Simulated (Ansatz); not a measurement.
# HfN (quartet): wave-function methods side by side, def2-QZVPP

An exercise on one series of results from a longer session: the logs are not shown, and one member is left open.

Program: Ansatz 0.2.0, Gaussian basis. Level of theory: def2-QZVPP, core rule «outside noble gas», up to 5 orbitals frozen. These are calculated values, not measurements.

Plan: UHF; ROHF; CCSD(T) on UHF.

## The system

The geometry is a PBE0/def2-TZVP stationary point (not a proven minimum). No spin-orbit coupling is included. Elements past krypton take def2 core potentials.

2 atoms, charge 0, spin multiplicity 4.

Atoms are counted from 1 here; the program's logs count them from 0.

Bond lengths: Hf1–N2 1.785 Å.

The first run:

in.yaml reads:

```yaml
crystal:
  periodic: [false, false, false]
  atoms:
    - {symbol: Hf, position_ang: [0.000000, 0.000000, 0.000000]}
    - {symbol: N, position_ang: [0.000000, 0.000000, 1.785383]}
basis:
  gaussian: {orbitals: "def2-QZVPP.json"}
magnetization: {spin_polarized: true, initial_magnetization: 3}
hamiltonian: {xc: hf}
output: {orbitals: {seedname: orbitals}}
```

The run is started by

```console
> ansatz run in.yaml --threads 1 --pin off --events-out ev --progress --plain --max-ram 4096MiB --backend cpu
```

Among the steps run: UHF; ROHF; CCSD(T) on UHF.

One table of the session follows, with a row left open; its other results are not shown here.

| method | from UCCSD(T) (kcal/mol) |
| --- | --- |
| ROHF | +180.55 |
| UHF | ? |
| UMP2 | +12.71 |
| UCCSD | +11.02 |
| UCCSD(T) | 0 |

Estimate the missing values for UHF.

**Answer.** from UCCSD(T) (kcal/mol): +175.54. In the column «from UCCSD(T) (kcal/mol)» it lies between UMP2 (+12.71) and ROHF (+180.55).
